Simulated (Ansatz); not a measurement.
**GaH₃+ (doublet): r2SCANh, wB97M-V over a scan of the distance Ga1–H3, cc-pVDZ**

How well do these functionals follow the top wave-function level for GaH₃+ (doublet) over a scan of the distance Ga1–H3?

Program: Ansatz 0.2.0, Gaussian basis. Level of theory: cc-pVDZ, all electrons in the functionals. These are calculated values, not measurements.

The runs, in order: r2SCANh, wB97M-V, at 1.250 Å; 1.356 Å; 1.532 Å; 1.702 Å; 1.864 Å; 2.118 Å; 2.428 Å; 2.894 Å; 3.335 Å; 4.154 Å; 5.181 Å.

37 further runs of the same task are left out: 23 for a known fault of the program, 12 that didn't finish, 2 set aside as unsound or not needed. Runs told in other sessions of the task aren't counted.

## 1. The system

The geometry derives from a PBE0/def2-TZVP stationary point (not a proven minimum). One bond is set to the value named and the two fragments are kept rigid. No spin-orbit coupling is included. The filled d shell of Ga may be among the frozen orbitals whatever the setting's name suggests.

4 atoms, charge 1, spin multiplicity 2.

Atoms are counted from 1 here; the program's logs count them from 0.

Bond lengths: Ga1–H3 1.532 Å, Ga1–H4 1.532 Å. Angles: H3–Ga1–H4 170.9°.

Geometry (Å):

```xyz
4
charge 1, multiplicity 2
Ga    0.0000    0.0253    0.0000
H     0.0000   -2.0473    0.0000
H     0.0000    0.1474   -1.5272
H     0.0000    0.1474    1.5272
```

No dispersion term is added; wB97M-V holds VV10 nonlocal correlation.

The geometry shown and the zero of energy belong to the point 1.532 Å. The yardstick, FCI, and other wave-function levels (R restricted, U unrestricted, valence and pair active spaces) come from earlier runs.

## 2. r2SCANh, 1.250 Å

The input, in.yaml:

```yaml
crystal:
  periodic: [false, false, false]
  atoms:
    - {symbol: Ga, position_ang: [0.000000, 0.025645, -0.003895]}
    - {symbol: H, position_ang: [0.000000, -2.046946, -0.003895]}
    - {symbol: H, position_ang: [0.000000, 0.125270, -1.249919]}
    - {symbol: H, position_ang: [0.000000, 0.147750, 1.523275]}
basis:
  gaussian: {orbitals: cc-pVDZ}
total_charge: 1
magnetization: {spin_polarized: true, initial_magnetization: 1}
hamiltonian: {xc: {name: r2SCANh}}
```

Launch:

```console
$ ansatz run in.yaml --threads 1 --pin off --events-out ev --progress --plain --max-ram 2393MiB
```

The runs that follow: r2SCANh, 1.356 Å; r2SCANh, 1.532 Å; r2SCANh, 1.702 Å; r2SCANh, 1.864 Å; r2SCANh, 2.118 Å; r2SCANh, 2.428 Å; r2SCANh, 2.894 Å; r2SCANh, 3.335 Å; r2SCANh, 4.154 Å; r2SCANh, 5.181 Å; wB97M-V, 1.250 Å; wB97M-V, 1.356 Å; wB97M-V, 1.532 Å; wB97M-V, 1.702 Å; wB97M-V, 1.864 Å; wB97M-V, 2.118 Å; wB97M-V, 2.428 Å; wB97M-V, 2.894 Å; wB97M-V, 3.335 Å; wB97M-V, 4.154 Å; wB97M-V, 5.181 Å.

Before running them: what should the planned runs give, taken together? Wanted: span of the FCI curve; largest miss, r2SCANh; largest miss, wB97M-V.

The runs gave:

```
             quantity                    value
span of the FCI curve            60.2 kcal/mol
largest miss, r2SCANh  +8.1 kcal/mol (5.181 Å)
largest miss, wB97M-V  +9.3 kcal/mol (5.181 Å)
```

**Reading.** Of the functionals, r2SCANh keep the smallest largest miss at the points compared (at most 8.1 kcal/mol) and wB97M-V strays most (9.3 kcal/mol, at 5.181 Å). r2SCANh, wB97M-V clearly break the spin symmetry at some points (⟨S²⟩ up to 0.67 above the pure value), so energy there is bought with a mixed spin. Functionals and the yardstick converge differently with the basis, so part of each miss in cc-pVDZ is the basis.
